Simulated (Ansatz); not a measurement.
**C₃H₆FIn: one species, many methods**

An exercise on one series of results from a longer session: the logs are not shown, and one member is left open.

Method: functionals in def2-TZVPP, the program's frozen cores in correlated methods; program: Ansatz 0.2.0, Gaussian basis.

Levels to be run: LDA (SPW92), PBE-D4, revPBE-D4, BLYP-D4, r2SCAN-D4, B97M-V, PBE0-D4, B3LYP-D4, r2SCANh-D4, r2SCAN0-D4, HSE06-D4, BHLYP-D4, CAM-B3LYP-D4, LC-ωPBE, ωB97X-V, ωB97M-V, B2PLYP, PBE-QIDH; CCSD(T)/def2-SVP; CCSD(T)/def2-TZVPP; MP2/def2-QZVPP; extrapolation to the limit; RPA on PBE.

1 further run of the same task is left out (for a known fault of the program). Runs told in other sessions of the task aren't counted.

## Structure used throughout

The geometry comes from an earlier relaxation with PBE0-D4 in a triple-zeta def2 set; it is a stationary point, not always the lowest conformer. In takes the def2 core potential; no spin-orbit term is included.

SMILES `C=C[CH2][InH][F]`, 11 atoms, charge 0, spin multiplicity 1.

Atoms are counted from 1 here; the program's logs count them from 0.

Bond lengths: C1–C2 1.332 Å, C1–H6 1.086 Å, C1–H7 1.083 Å, C2–C3 1.483 Å, C2–H8 1.089 Å, C3–In4 2.155 Å, C3–H9 1.091 Å, C3–H10 1.090 Å, In4–F5 1.969 Å, In4–H11 1.706 Å. Angles: C2–C1–H6 121.6°, C2–C1–H7 121.2°, H6–C1–H7 117.2°, C1–C2–C3 125.8°, C1–C2–H8 118.2°, C3–C2–H8 116.0°, C2–C3–In4 106.4°, C2–C3–H9 112.7°, C2–C3–H10 112.5°, In4–C3–H9 105.3°, In4–C3–H10 109.9°, H9–C3–H10 109.7°, C3–In4–F5 107.7°, C3–In4–H11 141.0°, F5–In4–H11 111.0°.

The first run:

Input file in.yaml:

```yaml
crystal:
  periodic: [false, false, false]
  atoms:
    - {symbol: C, position_ang: [-1.437983, 0.776687, -0.889444]}
    - {symbol: C, position_ang: [-0.584426, -0.245018, -0.867764]}
    - {symbol: C, position_ang: [0.849117, -0.169458, -0.497413]}
    - {symbol: In, position_ang: [0.961635, -0.648689, 1.600463]}
    - {symbol: F, position_ang: [1.484498, 0.988507, 2.561365]}
    - {symbol: H, position_ang: [-1.120937, 1.787732, -0.652533]}
    - {symbol: H, position_ang: [-2.477959, 0.633810, -1.155387]}
    - {symbol: H, position_ang: [-0.961625, -1.236278, -1.115562]}
    - {symbol: H, position_ang: [1.254144, 0.839478, -0.583844]}
    - {symbol: H, position_ang: [1.464992, -0.863799, -1.069527]}
    - {symbol: H, position_ang: [0.634043, -1.919875, 2.690249]}
basis:
  gaussian: {orbitals: def2-TZVPP}
hamiltonian: {xc: lda}
output: {orbitals: {seedname: orbitals}}
```

Command:

```console
ansatz run in.yaml --threads 4 --pin off --events-out ev --progress --plain --max-ram 10444MiB
```

Among the steps run: LDA; PBE-D4 (GGA); revPBE-D4 (GGA); BLYP-D4 (GGA); r2SCAN-D4 (meta-GGA); B97M-V (meta-GGA); B3LYP-D4 (hybrid); r2SCANh-D4 (hybrid); r2SCAN0-D4 (hybrid); HSE06-D4 (hybrid); BHLYP-D4 (hybrid); CAM-B3LYP-D4 (range-separated); LC-ωPBE (range-separated); ωB97X-V (range-separated); ωB97M-V (range-separated); B2PLYP (double hybrid); PBE-QIDH (double hybrid).

One of the session's tables, all rows but one given; the rest of the session is left out.

It belongs to the step «Frontier levels by functional». 

```
  functional  HOMO (eV)  LUMO (eV)  gap (eV)
 LDA (SPW92)      -6.11      -2.49      3.62
      PBE-D4          ?          ?         ?
   revPBE-D4      -5.83      -2.09      3.74
     BLYP-D4      -5.77      -2.18      3.59
   r2SCAN-D4      -6.07      -1.97      4.11
      B97M-V      -6.08      -2.20      3.88
     PBE0-D4      -6.93      -1.48      5.44
    B3LYP-D4      -6.74      -1.77      4.97
  r2SCANh-D4      -6.46      -1.71      4.75
  r2SCAN0-D4      -7.05      -1.33      5.71
    HSE06-D4      -6.53      -1.84      4.70
    BHLYP-D4      -7.82      -0.85      6.97
CAM-B3LYP-D4      -8.18      -0.69      7.49
     LC-ωPBE      -9.46       0.45      9.91
     ωB97X-V      -9.11       0.30      9.41
     ωB97M-V      -9.01       0.00      9.01
```

Estimate the missing values for PBE-D4.

**Answer.** HOMO (eV): -5.91; LUMO (eV): -2.21; gap (eV): 3.70. In the column «HOMO (eV)» it lies between r2SCAN-D4 (-6.07) and revPBE-D4 (-5.83).
